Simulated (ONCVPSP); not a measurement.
**Fluorine: generating and testing an ONCV potential**

Aim: build the potential from the settings below, then test how well it stands in for the atom: other configurations, scattering, ghost states and the plane-wave cutoff that it needs.

The numbers are computed with ONCVPSP 4.0.1 (PBEsol, scalar-relativistic, spin-unpolarised reference atom).

## (1) The design

The settings as typed:

* element: fluorine (F, Z = 9)
* type: optimised norm-conserving Vanderbilt (ONCV)
* frozen core: [He]
* valence charge: 7
* reference configuration: 2s2 2p4 (charge +1)
* partial waves: 2s: rc 0.60 bohr, ncon 4, nbas 7, qcut 12.4 1/bohr, 2 projectors, debl 3.3 Ha; 2p: rc 1.45 bohr, ncon 3, nbas 8, qcut 11.4 1/bohr, 2 projectors, debl 0.8 Ha; d scattering state at 0.13 Ha: rc 1.10 bohr, ncon 3, nbas 7, qcut 9.3 1/bohr, 1 projector
* local potential: polynomial inside 0.50 bohr (lpopt 5, dvloc0 4 Ha)
* core correction: Teter function fitted to the true core (icmod 2), fcfact 0.45

The outer shells as boxes (Hund's rule for the drawing; the calculation is spin-unpolarised):

```
[He] core
2s [↑↓]
2p [↑↓][↑ ][↑ ]
```

## (2) The generation run

Contents of F.dat:

```
# ATOM AND REFERENCE CONFIGURATION
# atsym  z   nc   nv     iexc    psfile
  F 9.00    1    2  -116133      upf
#
#   n    l    f
    1    0    2.00
    2    0    2.00
    2    1    4.00
#
# PSEUDOPOTENTIAL AND OPTIMIZATION
# lmax
    2
#
#   l,   rc,      ep,       ncon, nbas, qcut
    0    0.60    0.00    4    7   12.40
    1    1.45    0.00    3    8   11.40
    2    1.10    0.13    3    7    9.30
#
# LOCAL POTENTIAL
# lloc, lpopt,  rc(5),   dvloc0
    4    5    0.50    4.00
#
# VANDERBILT-KLEINMAN-BYLANDER PROJECTORs
# l, nproj, debl
    0    2    3.30
    1    2    0.80
    2    1    3.60
#
# MODEL CORE CHARGE
# icmod, fcfact, rcfact
    2    0.45    0.90
#
# LOG DERIVATIVE ANALYSIS
# epsh1, epsh2, depsh
   -3.00    5.00    0.02
#
# OUTPUT GRID
# rlmax, drl
    6.00    0.01
#
# TEST CONFIGURATIONS
# ncnf
    4
# nvcnf
#   n    l    f
    2
    2    0    2.00
    2    1    5.00
#
    2
    2    0    2.00
    2    1    3.00
#
    2
    2    0    2.00
    2    1    2.00
#
    2
    2    0    1.00
    2    1    5.00
#
```

On the command line:

```sh
oncvpsp.x < F.dat > F.out
```

**Question.** What will these runs give? Wanted: cutoffs for 1 and 0.1 mHa per electron, occupied waves; bound ghosts; GHOST(+) flags; largest test error; largest phase difference near zero energy, channels read; rms error of d²Exc/dn², without and with the model core; projector energies reset by the program.

As calculated:

| quantity | value |
| --- | --- |
| cutoffs for 1 and 0.1 mHa per electron, occupied waves | 57 Ha and 182 Ha |
| bound ghosts | none found |
| GHOST(+) flags | none at low energy |
| largest test error (AE − PS) | +547 meV, for 2s2 2p2 |
| largest phase difference near zero energy, channels read | 0.000 rad |
| rms error of d²Exc/dn², without and with the model core | 2.37 and 2.02 mHa |
| projector energies reset by the program | p: -1.037, 0.250 Ha |

The worst unpolarised test, 2s2 2p2, is off by 547 meV on 98.8 eV; by total energies transferability rates as poor. That test lies far up in energy; among those under 40 eV, nearer to bonding, the largest error is 88 meV. It counts as hard, with 57 Ha needed at the looser tolerance. The tighter tolerance needs 182 Ha, and converged work needs a cutoff nearer that. At the looser tolerance the 2s wave is the slowest; 2p needs 39 Ha. It is free of bound ghosts as far as tested. Near zero energy the phases of the channels with partial waves agree within 0.001 rad.
